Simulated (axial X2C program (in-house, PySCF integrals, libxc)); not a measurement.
# NiB⁺: bond curves with and without spin–orbit coupling

What are the state, bond length, wavenumber and bond energy of NiB⁺, and what does spin–orbit coupling change?

Program: an in-house X2C program for linear molecules on PySCF integrals. Level of theory: all-electron X2C, Ni dyall-cv3z, B dyall-v3z. These are calculated values, not measurements.

**1. Input**

Input file task.json:

```json
{"zs": [28, 5], "q": 1, "bas": ["dyall-cv3z", "dyall-v3z"], "levels": ["PBE0", "HF", "BHandHLYP"], "cc": true, "r0": 1.95, "thr": -2.0, "nmax": 90, "npts": 10, "nst": 2, "ntry": 6}
```

Keys: zs atomic numbers; q charge; bas basis sets; levels methods (HF also brings MP2); cc coupled cluster on or off; r0 starting distance in Å; thr threshold in hartree for freezing inner shells (an s shell follows its p shell); nmax most natural virtual spinors; npts points asked for on the curve; nst determinants followed; ntry starts of the search.

Run with:

```bash
$ python so2c.py task.json out
```

Spin-free means the one-electron spin-free X2C Hamiltonian; two-component (2c) means X2C with spin–orbit coupling and atomic mean-field two-electron Coulomb and Gaunt terms. Basis: Ni dyall-cv3z contracted to [9s9p6d3f2g], B dyall-v3z contracted to [7s6p2d1f]; Gaussian nuclei, density fitting. Masses: Ni 57.935 u, B 11.009 u.

Notation: σ, π±, δ± give the projection m of an orbital's angular momentum (0, ±1, ±2), α and β its spin, Λ and M_S the sums; ω is the projection of a spinor's total angular momentum and Ω the sum. Logs are in hartree.

The results follow Hamiltonian by Hamiltonian and level by level.

**2. Search for the lowest determinant**

PBE0 moves the distance from 1.950 Å to 1.870 Å and compares determinants there.

Spin-free determinants:

| ΔE (eV) | state | open shells |
| --- | --- | --- |
| 0.00 | M_S = 1, Λ = 2 | beyond closed shells: σα, δ+α, δ+β, δ-α |
| 0.06 | M_S = 0, Λ = 2 | beyond closed shells: σα, δ+α, δ+β, δ-β |
| 0.13 | M_S = 1, Λ = 0 | beyond closed shells: 2 × σα |
| 0.17 | M_S = 0, Λ = 0 | closed shell |
| 0.47 | M_S = 1, Λ = 1 | beyond closed shells: σα, π+α, π+β, π-α |
| 1.47 | M_S = 0, Λ = 3 | beyond closed shells: π+α, δ+α, δ+β, δ-β |
| 1.50 | M_S = 0, Λ = 1 | beyond closed shells: π-α, δ+α, δ+β, δ-β |

Two-component determinants:

```
ΔE (eV)  state                              open shells
   0.00  Ω = 3   excess of +ω over −ω: ω = 1/2, ω = 5/2
   0.06  Ω = 2  excess of +ω over −ω: ω = -1/2, ω = 5/2
   0.15  Ω = 1  excess of +ω over −ω: ω = -1/2, ω = 3/2
   0.20  Ω = 1        excess of +ω over −ω: 2 × ω = 1/2
   0.21  Ω = 2   excess of +ω over −ω: ω = 1/2, ω = 3/2
   0.24  Ω = 0                             closed shell
   1.50  Ω = 1  excess of +ω over −ω: ω = -3/2, ω = 5/2
```

**3. PBE0, spin-free**

State followed: M_S = 1, Λ = 2 (beyond closed shells: σα, δ+α, δ+β, δ-α). The scan is laid around 1.870 Å, a first estimate of the minimum, and this SCF restarts from the orbitals of the search.

The SCF at the reference distance of 1.870 Å:

```text
spin-free X2C-1e  PBE0
basis functions 147  fitting functions 863  grid points 5074
iter        total energy     max residual
   1      -1544.807874918     1.08e-04
   2      -1544.807874966     5.62e-05
   3      -1544.807874993     7.31e-05
   4      -1544.807875020     1.18e-05
   5      -1544.807875022     4.86e-06
converged
one-electron -2214.15612786  Coulomb 697.09820032  exact exchange -16.48333818  xc functional -50.88415450  nuclear repulsion 39.61754520
```

Along the bond, energies from the lowest point:

```
R (Å)  E (eV)  μ (D)  HOMO (eV)  LUMO (eV)  iterations
1.627  0.5027  -0.01     -13.11     -10.62          28
1.702  0.2090   0.13     -13.13     -10.23          18
1.758  0.0827   0.25     -13.13      -9.96          16
1.814  0.0177   0.37     -13.12      -9.72          15
1.870  0.0000   0.49     -13.11      -9.49           5
1.935  0.0239   0.64     -13.08      -9.37          16
2.001  0.0821   0.79     -13.04      -9.38          14
2.085  0.1897   0.98     -12.98      -9.38          15
2.188  0.3481   1.20     -12.89      -9.36          16
2.337  0.5935   1.52     -12.75      -9.31          17
```

Dipoles are positive if B is the positive end and refer to the centre of mass.

Outer orbitals at the reference distance:

```json
{"symmetry": "σα", "occupied": "yes", "ε (eV)": "-19.26", "atomic character": "54% B s, 22% Ni d, 12% Ni s"}
{"symmetry": "σβ", "occupied": "yes", "ε (eV)": "-18.65", "atomic character": "48% B s, 24% Ni d, 13% Ni s"}
{"symmetry": "δ+α", "occupied": "yes", "ε (eV)": "-17.12", "atomic character": "100% Ni d"}
{"symmetry": "δ-α", "occupied": "yes", "ε (eV)": "-17.12", "atomic character": "100% Ni d"}
{"symmetry": "π+α", "occupied": "yes", "ε (eV)": "-16.16", "atomic character": "94% Ni d, 4% B p"}
{"symmetry": "π-α", "occupied": "yes", "ε (eV)": "-16.16", "atomic character": "94% Ni d, 4% B p"}
{"symmetry": "σα", "occupied": "yes", "ε (eV)": "-15.70", "atomic character": "69% Ni d, 15% B s, 10% B p"}
{"symmetry": "δ+β", "occupied": "yes", "ε (eV)": "-15.57", "atomic character": "100% Ni d"}
{"symmetry": "π+β", "occupied": "yes", "ε (eV)": "-15.39", "atomic character": "93% Ni d, 6% B p"}
{"symmetry": "π-β", "occupied": "yes", "ε (eV)": "-15.14", "atomic character": "92% Ni d, 6% B p"}
{"symmetry": "σβ", "occupied": "yes", "ε (eV)": "-14.42", "atomic character": "74% Ni d, 14% B s, 7% Ni s"}
{"symmetry": "σα", "occupied": "yes", "ε (eV)": "-13.11", "atomic character": "62% B p, 24% Ni s, 7% Ni d"}
{"symmetry": "δ-β", "occupied": "no", "ε (eV)": "-9.49", "atomic character": "100% Ni d"}
{"symmetry": "σβ", "occupied": "no", "ε (eV)": "-9.36", "atomic character": "47% B p, 31% Ni s, 10% B s"}
{"symmetry": "π+α", "occupied": "no", "ε (eV)": "-9.12", "atomic character": "75% B p, 17% Ni p, 7% Ni d"}
{"symmetry": "π-α", "occupied": "no", "ε (eV)": "-9.12", "atomic character": "75% B p, 17% Ni p, 7% Ni d"}
```

PBE0 fields in the half plane through the axis: z from -2.4 to 4.2 Å across, distance from the axis 0.15 to 2.25 Å upwards; Ni lies at z = 0 and B at z = 1.870 Å; the ELF is damped to zero where the density is low.

log10 density (e/bohr³). Ten even steps from ' ' (-5.44 ) to '@' (1.37 ):
```
    ......::::::::::::::::::::::::::......    
  ....::::::----------------------::::::....  
  ..::::------================--------::::....
....::----======++++================----::::..
..::::--====++++++++++++++++++++++======--::::
..::----==++******************++++++++==----::
..::--====++**##%%##**************++++====--::
..::--==++**##%%@@%%##******%%##****++====--::
```

ELF. Ten even steps from ' ' (0.00 ) to '@' (1.00 ):
```
                                              
                  ......                      
                ....::::::....::--====..      
              ......::==++====++##%%%%##--    
              ......::==##****##@@@@@@@@%%..  
            ..::::::::==%%%%**%%@@@@@@@@@@++  
          ..--**##**::--%%++  ..@@@@@@@@@@%%..
          ..++##==##==--%%  @@==%%@@@@@@@@%%..
```

Re = 1.867 Å, ωe = 581 cm⁻¹, ωexe = 5.62 cm⁻¹, Be = 0.5227 cm⁻¹, De = 2.74 eV, μ = 0.49 D.

**4. HF, spin-free**

The SCF at the reference distance of 1.870 Å:

```text
spin-free X2C-1e  HF
basis functions 147  fitting functions 863  grid points 5074
iter        total energy     max residual
   1      -1543.373735060     2.39e-01
   2      -1543.401397731     2.90e-02
   3      -1543.405687619     9.26e-02
   4      -1543.411169900     1.46e-02
   5      -1543.411682731     2.99e-03
   6      -1543.411857017     2.92e-03
   7      -1543.411873856     9.64e-04
   8      -1543.411881090     4.81e-04
   9      -1543.411882900     4.51e-04
  10      -1543.411883844     1.09e-04
  11      -1543.411883987     2.90e-05
  12      -1543.411884018     2.86e-05
  13      -1543.411884025     1.23e-05
  14      -1543.411884027     5.77e-06
  15      -1543.411884028     5.06e-06
  16      -1543.411884028     1.68e-06
converged
one-electron -2216.26960898  Coulomb 699.40855327  exact exchange -66.16837352  xc functional 0.00000000  nuclear repulsion 39.61754520
```

No constants are quoted: too few points lie around the minimum for a second fit to confirm the first.

**5. BHandHLYP, spin-free**

Output at 1.870 Å:

```text
spin-free X2C-1e  BHandHLYP
basis functions 147  fitting functions 863  grid points 5074
iter        total energy     max residual
   1      -1545.002513260     8.07e-02
   2      -1545.003422155     2.22e-02
   3      -1545.006031817     4.47e-02
   4      -1545.006841548     2.01e-03
   5      -1545.006901254     1.32e-03
   6      -1545.006910588     6.95e-04
   7      -1545.006912683     1.82e-04
   8      -1545.006912917     6.67e-05
   9      -1545.006912998     3.71e-05
  10      -1545.006913002     4.13e-06
converged
one-electron -2215.06910298  Coulomb 698.08216584  exact exchange -33.01265402  xc functional -34.62486704  nuclear repulsion 39.61754520
```

Re = 1.929 Å, ωe = 496 cm⁻¹, ωexe = 5.67 cm⁻¹, Be = 0.4896 cm⁻¹, De = 2.15 eV, μ = 0.65 D.

**6. MP2 and beyond, spin-free**

Correlated methods: 12 electrons correlated (frozen shells, counted by type: Ni 3 s, 2 p; B 1 s), 228 virtual spinors in MP2, 90 natural virtuals in coupled cluster.

Output of the correlated part at 1.870 Å:

```text
correlated 12  virtual 228  natural virtual 90  E(MP2) -0.489455150  MP2 remainder -0.029412410
iter   CCSD correlation   residual
   1     -0.387516547   2.75e-01
   2     -0.415473251   2.05e-01
   3     -0.422561371   5.33e-02
   4     -0.423669071   3.06e-02
   5     -0.424099441   1.43e-02
   6     -0.424712652   7.85e-03
   7     -0.424702043   3.16e-03
   8     -0.424665741   1.63e-03
   9     -0.424755989   1.01e-03
  10     -0.424718799   6.09e-04
  11     -0.424725366   3.39e-04
  12     -0.424733809   1.44e-04
  13     -0.424728348   7.43e-05
  14     -0.424728580   3.71e-05
  15     -0.424728306   1.92e-05
  16     -0.424727769   1.08e-05
  17     -0.424727724   4.70e-06
  18     -0.424727641   2.64e-06
  19     -0.424727613   1.62e-06
  20     -0.424727619   8.90e-07
(T) -0.023289898  T1 0.0542  D1 0.0945  max T2 0.063
```

T1 in the output is the amplitude norm over the root of the electron number; divide by √2 for the Lee–Taylor value.

MP2: Re = 1.807 Å, ωe = 640 cm⁻¹, Be = 0.5583 cm⁻¹, De = 2.64 eV.

CCSD: Re = 1.899 Å, ωe = 508 cm⁻¹, Be = 0.5055 cm⁻¹, De = 2.19 eV. T1 at Re = 0.038 (Lee–Taylor, the printed value over √2).

CCSD(T): Re = 1.848 Å, ωe = 603 cm⁻¹, Be = 0.5337 cm⁻¹, De = 2.47 eV. T1 at Re = 0.039 (Lee–Taylor, the printed value over √2).

**7. A higher determinant, spin-free**

State: M_S = 0, Λ = 2 (beyond closed shells: σα, δ+α, δ+β, δ-β).

Output at the reference distance:

```text
spin-free X2C-1e  PBE0
basis functions 147  fitting functions 863  grid points 5074
iter        total energy     max residual
   1      -1544.805766016     4.13e-05
   2      -1544.805766032     4.16e-05
   3      -1544.805766044     2.94e-05
   4      -1544.805766049     7.58e-06
converged
one-electron -2214.14531187  Coulomb 697.09100583  exact exchange -16.48458777  xc functional -50.88441744  nuclear repulsion 39.61754520
```

```
R (Å)  E above the lowest PBE0 point (eV)
1.627                               0.574
1.702                               0.274
1.758                               0.144
1.814                               0.077
1.870                               0.057
1.935                               0.080
2.001                               0.138
2.085                               0.246
2.188                               0.406
```

Re = 1.869 Å, ωe = 584 cm⁻¹, ωexe = 5.54 cm⁻¹, Be = 0.5216 cm⁻¹, μ = 0.47 D. ⟨S²⟩ = 1.03 against 0.00 for a pure state, so this determinant mixes spins. Te = 0.06 eV.

**8. The spin-free curves together**

Energy (eV) of the followed determinant, spin-free, from each level's lowest point:

```
R (Å)   PBE0     HF    MP2   CCSD  CCSD(T)  BHandHLYP
1.627  0.503  1.264  0.317    n/a      n/a      0.659
1.702  0.209  0.806  0.093  0.251    0.170      0.326
1.758  0.083  0.556  0.018  0.114    0.057      0.167
1.814  0.018  0.368  0.000  0.034    0.004      0.068
1.870  0.000  0.231  0.024  0.000    0.000      0.016
1.935  0.024  0.121  0.090  0.002    0.035      0.000
2.001  0.082  0.052  0.182  0.033    0.099      0.019
2.085  0.190  0.007  0.321  0.105    0.209      0.078
2.188  0.348  0.000  0.503    n/a      n/a      0.181
2.337  0.593  0.045  0.762    n/a      n/a      0.358
```

**9. PBE0, 2c**

State followed: Ω = 3 (excess of +ω over −ω: ω = 1/2, ω = 5/2). The scan is laid around 1.870 Å, a first estimate of the minimum, and this SCF restarts from the orbitals of the search.

Output at 1.870 Å:

```text
two-component X2C + atomic mean field  PBE0
basis functions 147  fitting functions 863  grid points 5074
iter        total energy     max residual
   1      -1544.381381738     1.47e-05
   2      -1544.381381741     8.12e-06
converged
one-electron -2213.09700408  Coulomb 696.89769462  exact exchange -16.47884179  xc functional -50.87029838  nuclear repulsion 39.61754520  atomic mean-field constant -0.45047732
```

Along the bond, energies from the lowest point:

```
R (Å)  E (eV)  μ (D)  HOMO (eV)  LUMO (eV)  iterations
1.627  0.5029  -0.01     -13.11     -10.55          32
1.702  0.2093   0.13     -13.13     -10.16          21
1.758  0.0829   0.24     -13.13      -9.89          17
1.814  0.0178   0.36     -13.12      -9.65          15
1.870  0.0000   0.49     -13.10      -9.42           2
1.935  0.0237   0.64     -13.08      -9.37          16
2.001  0.0819   0.79     -13.04      -9.37          14
2.085  0.1893   0.97     -12.98      -9.37          15
2.188  0.3476   1.20     -12.89      -9.36          16
2.337  0.5929   1.52     -12.74      -9.31          17
```

Dipoles are positive if B is the positive end and refer to the centre of mass.

Outer spinors at the reference distance:

```tsv
ω	occupied	ε (eV)	atomic character	λ mixture
1/2	yes	-19.26	54% B s, 22% Ni d, 12% Ni s	100% σ
-1/2	yes	-18.65	48% B s, 24% Ni d, 12% Ni s	100% σ
-3/2	yes	-17.21	100% Ni d	100% δ
5/2	yes	-17.03	100% Ni d	100% δ
-1/2	yes	-16.21	94% Ni d, 4% B p	100% π
3/2	yes	-16.14	94% Ni d, 4% B p	97% π, 3% δ
1/2	yes	-15.73	71% Ni d, 14% B s, 9% B p	91% σ, 9% π
3/2	yes	-15.65	100% Ni d	97% δ, 3% π
1/2	yes	-15.40	91% Ni d, 6% B p	91% π, 9% σ
-3/2	yes	-15.10	92% Ni d, 6% B p	100% π
-1/2	yes	-14.42	74% Ni d, 14% B s, 7% Ni s	100% σ
1/2	yes	-13.10	62% B p, 24% Ni s, 7% Ni d	100% σ
-5/2	no	-9.42	100% Ni d	100% δ
-1/2	no	-9.36	47% B p, 31% Ni s, 10% B s	100% σ
-1/2	no	-9.13	75% B p, 18% Ni p, 7% Ni d	100% π
3/2	no	-9.11	75% B p, 17% Ni p, 7% Ni d	100% π
```

PBE0 fields in the half plane through the axis: z from -2.4 to 4.2 Å across, distance from the axis 0.15 to 2.25 Å upwards; Ni lies at z = 0 and B at z = 1.870 Å; the ELF is damped to zero where the density is low.

log10 density (e/bohr³). Ten even steps from '0' (-5.44 ) to '9' (1.37 ):
```
00111222222222222211100
01122233333333333222110
01223334444444433332211
11233444554444444433221
12234455555555555444322
12334566666666655554332
12344567876666666554432
12345678987666876654432
```

ELF. Ten even steps from '0' (0.00 ) to '9' (1.00 ):
```
00000000000000000000000
00000000011100000000000
00000000112221123441000
00000001112454457887300
00000001112476679999820
00000012222488689999950
00000136762385019999981
00000157574380948999981
```

Re = 1.867 Å, ωe = 581 cm⁻¹, ωexe = 5.61 cm⁻¹, Be = 0.5226 cm⁻¹, De = 2.81 eV, μ = 0.48 D.

**10. HF, 2c**

The SCF at the reference distance of 1.870 Å:

```text
two-component X2C + atomic mean field  HF
basis functions 147  fitting functions 863  grid points 5074
iter        total energy     max residual
   1      -1542.947608729     2.39e-01
   2      -1542.975257444     2.90e-02
   3      -1542.979545899     9.25e-02
   4      -1542.985018536     1.45e-02
   5      -1542.985529893     2.98e-03
   6      -1542.985704243     2.91e-03
   7      -1542.985720979     9.61e-04
   8      -1542.985728146     4.78e-04
   9      -1542.985729932     4.47e-04
  10      -1542.985730869     1.07e-04
  11      -1542.985731012     2.76e-05
  12      -1542.985731046     3.02e-05
  13      -1542.985731055     1.31e-05
  14      -1542.985731060     1.06e-05
  15      -1542.985731063     9.72e-06
  16      -1542.985731065     5.78e-06
  17      -1542.985731066     4.80e-06
  18      -1542.985731066     3.99e-06
  19      -1542.985731067     3.51e-06
  20      -1542.985731067     1.17e-06
converged
one-electron -2215.20917730  Coulomb 699.20669450  exact exchange -66.15031616  xc functional 0.00000000  nuclear repulsion 39.61754520  atomic mean-field constant -0.45047732
```

No constants are quoted: too few points lie around the minimum for a second fit to confirm the first.

**11. BHandHLYP, 2c**

The SCF at the reference distance of 1.870 Å:

```text
two-component X2C + atomic mean field  BHandHLYP
basis functions 147  fitting functions 863  grid points 5074
iter        total energy     max residual
   1      -1544.576005078     8.07e-02
   2      -1544.576911484     2.08e-02
   3      -1544.579520600     4.47e-02
   4      -1544.580329311     2.01e-03
   5      -1544.580388777     1.33e-03
   6      -1544.580398092     6.99e-04
   7      -1544.580400190     1.84e-04
   8      -1544.580400426     6.66e-05
   9      -1544.580400508     3.79e-05
  10      -1544.580400513     4.35e-06
converged
one-electron -2214.00970795  Coulomb 697.88138163  exact exchange -33.00364682  xc functional -34.61549525  nuclear repulsion 39.61754520  atomic mean-field constant -0.45047732
```

Re = 1.929 Å, ωe = 496 cm⁻¹, ωexe = 5.67 cm⁻¹, Be = 0.4896 cm⁻¹, De = 2.21 eV, μ = 0.65 D.

**12. MP2 and beyond, 2c**

Correlated methods: 12 electrons correlated (frozen shells, counted by type: Ni 3 s, 2 p; B 1 s), 228 virtual spinors in MP2, 90 natural virtuals in coupled cluster.

Output of the correlated part at 1.870 Å:

```text
correlated 12  virtual 228  natural virtual 90  E(MP2) -0.489279710  MP2 remainder -0.029397302
iter   CCSD correlation   residual
   1     -0.387457056   2.75e-01
   2     -0.415379190   2.05e-01
   3     -0.422467536   5.32e-02
   4     -0.423572207   3.06e-02
   5     -0.424001077   1.43e-02
   6     -0.424612833   7.85e-03
   7     -0.424602313   3.16e-03
   8     -0.424565841   1.64e-03
   9     -0.424656541   1.01e-03
  10     -0.424618961   6.13e-04
  11     -0.424625666   3.41e-04
  12     -0.424634127   1.45e-04
  13     -0.424628651   7.45e-05
  14     -0.424628872   3.73e-05
  15     -0.424628611   1.95e-05
  16     -0.424628057   1.10e-05
  17     -0.424628017   5.01e-06
  18     -0.424627932   2.96e-06
  19     -0.424627903   1.91e-06
  20     -0.424627913   1.16e-06
(T) -0.023279599  T1 0.0542  D1 0.0945  max T2 0.062
```

MP2: Re = 1.807 Å, ωe = 639 cm⁻¹, Be = 0.5581 cm⁻¹, De = 2.65 eV.

CCSD: Re = 1.899 Å, ωe = 508 cm⁻¹, Be = 0.5054 cm⁻¹, De = 2.18 eV. T1 at Re = 0.038 (Lee–Taylor, the printed value over √2).

CCSD(T): Re = 1.848 Å, ωe = 603 cm⁻¹, Be = 0.5335 cm⁻¹, De = 2.46 eV. T1 at Re = 0.039 (Lee–Taylor, the printed value over √2).

**13. A higher determinant, 2c**

State: Ω = 2 (excess of +ω over −ω: ω = -1/2, ω = 5/2).

Output at the reference distance:

```text
two-component X2C + atomic mean field  PBE0
basis functions 147  fitting functions 863  grid points 5074
iter        total energy     max residual
   1      -1544.379232400     8.67e-05
   2      -1544.379232425     3.64e-05
   3      -1544.379232434     3.81e-05
   4      -1544.379232438     8.87e-06
converged
one-electron -2213.08749164  Coulomb 696.89187679  exact exchange -16.48010001  xc functional -50.87058547  nuclear repulsion 39.61754520  atomic mean-field constant -0.45047732
```

```
R (Å)  E above the lowest PBE0 point (eV)
1.627                               0.575
1.702                               0.275
1.758                               0.146
1.814                               0.078
1.870                               0.058
1.935                               0.081
2.001                               0.139
2.085                               0.247
2.188                               0.407
```

Re = 1.869 Å, ωe = 584 cm⁻¹, ωexe = 5.53 cm⁻¹, Be = 0.5215 cm⁻¹, μ = 0.47 D. Te = 0.06 eV.

**14. The 2c curves together**

Energy (eV) of the followed determinant, 2c, from each level's lowest point:

```
R (Å)   PBE0     HF    MP2   CCSD  CCSD(T)  BHandHLYP
1.627  0.503  1.264  0.317    n/a      n/a      0.659
1.702  0.209  0.806  0.094  0.251    0.171      0.326
1.758  0.083  0.556  0.018  0.114    0.058      0.167
1.814  0.018  0.369  0.000  0.034    0.005      0.068
1.870  0.000  0.231  0.024  0.000    0.000      0.016
1.935  0.024  0.121  0.090  0.002    0.035      0.000
2.001  0.082  0.052  0.181  0.033    0.099      0.019
2.085  0.189  0.008  0.320  0.104    0.209      0.078
2.188  0.348  0.000  0.502    n/a      n/a      0.181
2.337  0.593  0.045  0.761    n/a      n/a      0.358
```

The whole job took 3.2 min on 1 thread of Intel Xeon 6975P-C (Granite Rapids), shared host; peak memory 0.73 GiB.

**15. What came out**

Lowest determinant that the search found at its distance, spin-free: M_S = 1, Λ = 2 (beyond closed shells: σα, δ+α, δ+β, δ-α).

Lowest determinant that the search found at its distance, 2c: Ω = 3 (excess of +ω over −ω: ω = 1/2, ω = 5/2).

| Hamiltonian | level | Re (Å) | ωe (cm⁻¹) | De (eV) | μ (D) |
| --- | --- | --- | --- | --- | --- |
| spin-free | PBE0 | 1.867 | 581 | 2.74 | 0.49 |
| spin-free | MP2 | 1.807 | 640 | 2.64 | n/a |
| spin-free | CCSD | 1.899 | 508 | 2.19 | n/a |
| spin-free | CCSD(T) | 1.848 | 603 | 2.47 | n/a |
| spin-free | BHandHLYP | 1.929 | 496 | 2.15 | 0.65 |
| 2c | PBE0 | 1.867 | 581 | 2.81 | 0.48 |
| 2c | MP2 | 1.807 | 639 | 2.65 | n/a |
| 2c | CCSD | 1.899 | 508 | 2.18 | n/a |
| 2c | CCSD(T) | 1.848 | 603 | 2.46 | n/a |
| 2c | BHandHLYP | 1.929 | 496 | 2.21 | 0.65 |

Dipoles are positive if B is the positive end and refer to the centre of mass. No constants: spin-free HF (too few points lie around the minimum for a second fit to confirm the first); 2c HF (too few points lie around the minimum for a second fit to confirm the first).

Time per point (s) on 1 thread of Intel Xeon 6975P-C (Granite Rapids), shared host (2c runs; CCSD comes with the CCSD(T) run); the times are rough: PBE0 0.53, MP2 0.41, CCSD(T) 6.5, BHandHLYP 0.56.

**Reading.** At CCSD(T), going from spin-free to two-component changes Re by 0 mÅ, ωe by -0.1 %; the spin-free picture holds up (part of it comes from the scalar share of the two-electron terms). De moves by -0.01 eV; both De rest on single-determinant atoms, which can miss part of an open shell's spin–orbit lowering.

De refers to Ni+ + B, each in the lowest determinant found, which need not be this curve's own limit. The state is a single determinant with fixed occupations, the lowest that a limited PBE0 search found. Dissociation energies refer to the lowest single-determinant-based atoms at the same level and basis. Density functionals use the spin component along the axis (collinear). CCSD and (T) use frozen natural virtuals with an MP2 correction for the truncation. With several unpaired electrons one determinant need not be a pure state. T1 at Re is 0.039 (Lee–Taylor), above the customary mark of 0.02.
